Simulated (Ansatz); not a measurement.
# C2H7ClMg: the cost of one run

Method: RKS PBE0/def2-SVP, in Ansatz 0.2.0.

**1. The structure to begin with**

Bond lengths: Mg1–C2 2.527 Å, Mg1–C3 2.093 Å, Mg1–Cl5 2.837 Å, C2–H6 1.096 Å, C2–H7 1.095 Å, C2–H8 1.083 Å, C3–H9 1.087 Å, C3–H10 1.086 Å, C3–H11 1.087 Å. Angles (14 of 15 angles, heavy atoms first): C2–Mg1–C3 144.3°, C2–Mg1–Cl5 71.4°, C3–Mg1–Cl5 142.7°, Mg1–C2–H6 76.9°, Mg1–C2–H7 81.4°, Mg1–C2–H8 165.5°, Mg1–C3–H9 109.7°, Mg1–C3–H10 110.0°, Mg1–C3–H11 111.5°, H6–C2–H7 111.5°, H6–C2–H8 108.1°, H7–C2–H8 108.3°, H9–C3–H10 108.7°, H9–C3–H11 108.4°.

Structure file:

```xyz
11

Mg   -0.4653    0.3522   -0.0300
C     1.6355   -0.5891    1.0129
C    -1.9425    0.0197   -1.4746
H     1.3428    0.7372    1.2927
Cl    0.7704    2.3903    1.5085
H     1.7792   -0.7866   -0.0553
H     0.9104   -1.2801    1.4547
H     2.5858   -0.7290    1.5125
H    -1.9431    0.8359   -2.1931
H    -1.7428   -0.9079   -2.0023
H    -2.9305   -0.0425   -1.0260
```

**2. Pulling towards end A**

Springs on the bonds that form and break draw the guess towards this end; the thresholds are loose.

File input.yaml:

```yaml
crystal:
  periodic: [false, false, false]
  atoms:
    - { symbol: Mg, position_ang: [-0.4653, 0.3522, -0.03] }
    - { symbol: C, position_ang: [1.6355, -0.5891, 1.0129] }
    - { symbol: C, position_ang: [-1.9425, 0.0197, -1.4746] }
    - { symbol: H, position_ang: [1.3428, 0.7372, 1.2927] }
    - { symbol: Cl, position_ang: [0.7704, 2.3903, 1.5085] }
    - { symbol: H, position_ang: [1.7792, -0.7866, -0.0553] }
    - { symbol: H, position_ang: [0.9104, -1.2801, 1.4547] }
    - { symbol: H, position_ang: [2.5858, -0.729, 1.5125] }
    - { symbol: H, position_ang: [-1.9431, 0.8359, -2.1931] }
    - { symbol: H, position_ang: [-1.7428, -0.9079, -2.0023] }
    - { symbol: H, position_ang: [-2.9305, -0.0425, -1.026] }
basis:
  gaussian: { orbitals: def2-SVP }
hamiltonian:
  xc: pbe0
relax:
  f_tol: 0.15
  max_steps: 25
  restrain:
    - { distance: [0, 4], at: 3.73, k: 30.0 }
    - { distance: [3, 1], at: 2.37, k: 30.0 }
    - { distance: [0, 1], at: 2.17, k: 30.0 }
    - { distance: [3, 4], at: 1.33, k: 30.0 }
output:
  orbitals: {}
```

Launch:

```sh
$ ansatz run input.yaml --threads 2 --pin off --max-ram 3072MiB --backend cpu --events-out ev --progress --plain --runs-dir out
```

**Question.** How long does this run take on 2 threads of Intel Xeon 6975P-C (Granite Rapids), shared host, and how much memory does it need?

About 25 s, with a peak of 0.21 GiB.
